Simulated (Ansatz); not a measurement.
# Hf3AlN4: from a guess to a relaxed structure

Where does this trial cell of Hf3AlN4 go when cell and atoms are let free?

Method: DFT PBE, scalar-relativistic, plane waves, PAW, in Ansatz 0.2.0.

## Step 1: The starting structure

It takes space group P4/mmm (No. 123, tetragonal). The conventional cell has a = 3.445 Å, b = 3.445 Å, c = 9.745 Å, α = 90.00°, β = 90.00°, γ = 90.00°. Hf (site symmetry 4mm) has 6 N at 2.44 Å as nearest neighbours. Around Hf (site symmetry 4/mmm) lie 6 N at 2.44 Å. Around Al (site symmetry 4/mmm) lie 6 N at 2.44 Å. N (site symmetry 4mm) has 5 Hf at 2.44 Å and 1 Al at 2.44 Å as nearest neighbours. N (site symmetry 4/mmm) is surrounded by 6 Hf at 2.44 Å. N (site symmetry 4/mmm) has 4 Al at 2.44 Å and 2 Hf at 2.44 Å as nearest neighbours.

As a file:

```cif
data_structure
_symmetry_space_group_name_H-M 'P 1'
_symmetry_Int_Tables_number 1
_cell_length_a 3.4453
_cell_length_b 3.4453
_cell_length_c 9.7449
_cell_angle_alpha 90.000
_cell_angle_beta 90.000
_cell_angle_gamma 90.000
_cell_volume 115.68
loop_
_atom_site_label
_atom_site_type_symbol
_atom_site_fract_x
_atom_site_fract_y
_atom_site_fract_z
_atom_site_occupancy
Hf1 Hf 0.50000 0.50000 0.25000 1
Hf2 Hf 0.00000 0.00000 0.50000 1
Hf3 Hf 0.50000 0.50000 0.75000 1
Al1 Al 0.00000 0.00000 0.00000 1
N1 N 0.00000 0.00000 0.25000 1
N2 N 0.50000 0.50000 0.50000 1
N3 N 0.00000 0.00000 0.75000 1
N4 N 0.50000 0.50000 0.00000 1
```

The start is an ordering of an alloy on its end members' structure types: elements ordered on the sites of the HfN type, Hf/Al on Hf (P4/mmm, No. 123).

## Step 2: Probe: one point on a coarse mesh

input.yaml reads:

```yaml
crystal:
  lattice:
    - [3.4453365, 0.0, 0.0]
    - [0.0, 3.4453365, 0.0]
    - [0.0, 0.0, 9.74488322]
  atoms:
    - { symbol: Hf, position: [0.5, 0.5, 0.25] }
    - { symbol: Hf, position: [0.0, 0.0, 0.5] }
    - { symbol: Hf, position: [0.5, 0.5, 0.75] }
    - { symbol: Al, position: [0.0, 0.0, 0.0] }
    - { symbol: "N", position: [0.0, 0.0, 0.25] }
    - { symbol: "N", position: [0.5, 0.5, 0.5] }
    - { symbol: "N", position: [0.0, 0.0, 0.75] }
    - { symbol: "N", position: [0.5, 0.5, 0.0] }
basis:
  ecutwfc: 420
kpoints:
  mp_grid: { grid: [6, 6, 2] }
hamiltonian:
  xc: pbe
scf:
  occupations: { method: gaussian, width: 0.1 }
  lower_state_search: "off"
output:
  forces: true
  stress: true
  eigenvalues: true
```

On the command line:

```console
$ ansatz run input.yaml --threads 1 --pin off --max-ram 2560MiB --backend cpu --events-out ev --progress --plain --runs-dir out
```

Further runs follow: a loose first relaxation; full relaxation.

What does the calculation give? Wanted: conventional cell; volume; energy over the elements; gap on the mesh.

The runs gave:

```
                                                              quantity                                                                      value
                                symmetry at the end (tolerance 0.05 Å)                                               space group P4/mmm (No. 123)
                                                     conventional cell  a = 3.171 Å, b = 3.171 Å, c = 8.874 Å, α = 90.00°, β = 90.00°, γ = 90.00°
                                                                volume                                                              11.15 Å³/atom
energy over the elements (uncorrected; H, N, O, F and Cl as molecules)                                                              -1.43 eV/atom
                                                       gap on the mesh                                                               none (metal)
```

What this shows: The space group P4/mmm (No. 123) is kept, and the volume per atom shrinks by 22.9 % from the first guess. It lies below the elements, which doesn't yet make it stable: competing phases were not computed in this session. No finished test with a distortion of lower symmetry is shown, so the end may be a saddle point. Spin-orbit coupling is left out for Hf. Spin polarisation is off in the runs that give these values; a magnetic solution could lie lower.
